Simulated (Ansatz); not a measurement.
# C₃H₃AlClFO₂: small, medium and large basis sets

The task here is to estimate one member of a computed series from the others.

Method: one geometry, several basis sets; program: Ansatz 0.2.0, Gaussian basis.

Plan: PBE0-D4/def2-SVP; ωB97M-V/def2-SVP; PBE0-D4/def2-QZVPP; ωB97M-V/def2-QZVPP; the functionals' def2-TZVPP values are taken from earlier runs.

## Structure used throughout

An earlier PBE0-D4 in a triple-zeta def2 set relaxation fixed the geometry.

SMILES `[F][Al-]1([Cl])[O]C=CC=[O+]1`, 11 atoms, charge 0, spin multiplicity 1.

Atoms are counted from 1 here; the program's logs count them from 0.

Bond lengths: F1–Al2 1.646 Å, Al2–Cl3 2.093 Å, Al2–O4 1.811 Å, Al2–O8 1.811 Å, O4–C5 1.269 Å, C5–C6 1.388 Å, C5–H9 1.093 Å, C6–C7 1.388 Å, C6–H10 1.080 Å, C7–O8 1.269 Å, C7–H11 1.093 Å. Angles: F1–Al2–Cl3 118.5°, F1–Al2–O4 109.4°, F1–Al2–O8 109.4°, Cl3–Al2–O4 110.4°, Cl3–Al2–O8 110.4°, O4–Al2–O8 96.6°, Al2–O4–C5 125.3°, O4–C5–C6 125.6°, O4–C5–H9 115.5°, C6–C5–H9 118.9°, C5–C6–C7 121.5°, C5–C6–H10 119.2°, C7–C6–H10 119.2°, C6–C7–O8 125.6°, C6–C7–H11 118.9°, O8–C7–H11 115.5°, Al2–O8–C7 125.3°.

Coordinates:

```xyz
11
charge 0, multiplicity 1
F    -0.8412   -2.0077    1.9776
Al    0.3396   -1.0918    1.2886
Cl    2.2945   -1.2712    2.0147
O    -0.1748    0.6451    1.2820
C    -0.4052    1.3375    0.2440
C    -0.3197    0.8843   -1.0656
C     0.0284   -0.4274   -1.3589
O     0.3093   -1.3253   -0.5075
H    -0.6963    2.3756    0.4258
H    -0.5388    1.5655   -1.8749
H     0.0696   -0.7416   -2.4053
```

The first run:

Contents of in.yaml:

```yaml
crystal:
  periodic: [false, false, false]
  atoms:
    - {symbol: F, position_ang: [-0.841240, -2.007685, 1.977598]}
    - {symbol: Al, position_ang: [0.339574, -1.091797, 1.288587]}
    - {symbol: Cl, position_ang: [2.294455, -1.271157, 2.014730]}
    - {symbol: O, position_ang: [-0.174792, 0.645068, 1.281995]}
    - {symbol: C, position_ang: [-0.405166, 1.337532, 0.244039]}
    - {symbol: C, position_ang: [-0.319681, 0.884280, -1.065561]}
    - {symbol: C, position_ang: [0.028394, -0.427433, -1.358893]}
    - {symbol: O, position_ang: [0.309312, -1.325285, -0.507493]}
    - {symbol: H, position_ang: [-0.696262, 2.375613, 0.425824]}
    - {symbol: H, position_ang: [-0.538833, 1.565508, -1.874927]}
    - {symbol: H, position_ang: [0.069641, -0.741646, -2.405297]}
basis:
  gaussian: {orbitals: def2-SVP}
hamiltonian: {xc: pbe0, dispersion: d4}
output: {orbitals: {seedname: orbitals}}
```

Started as:

```sh
ansatz run in.yaml --threads 4 --pin off --events-out ev --progress --plain --max-ram 11315MiB
```

Among the steps run: PBE0-D4 in def2-SVP; ωB97M-V in def2-SVP; PBE0-D4 in def2-QZVPP; ωB97M-V in def2-QZVPP.

One of the session's tables, all rows but one given; the rest of the session is left out.

It belongs to the step «Density functionals: the series». 

| functional | basis | HOMO (eV) | LUMO (eV) |
| --- | --- | --- | --- |
| PBE0-D4 | def2-SVP | -8.31 | -2.89 |
| PBE0-D4 | def2-TZVPP | -8.33 | -2.94 |
| PBE0-D4 | def2-QZVPP | ? | ? |
| ωB97M-V | def2-SVP | -10.40 | -0.68 |
| ωB97M-V | def2-TZVPP | -10.44 | -0.79 |
| ωB97M-V | def2-QZVPP | -10.48 | -0.85 |

**Question.** Estimate the row for PBE0-D4, def2-QZVPP.

**Answer.** HOMO (eV): -8.36; LUMO (eV): -2.98. In the column «HOMO (eV)» it lies between ωB97M-V, def2-SVP (-10.40) and PBE0-D4, def2-TZVPP (-8.33).
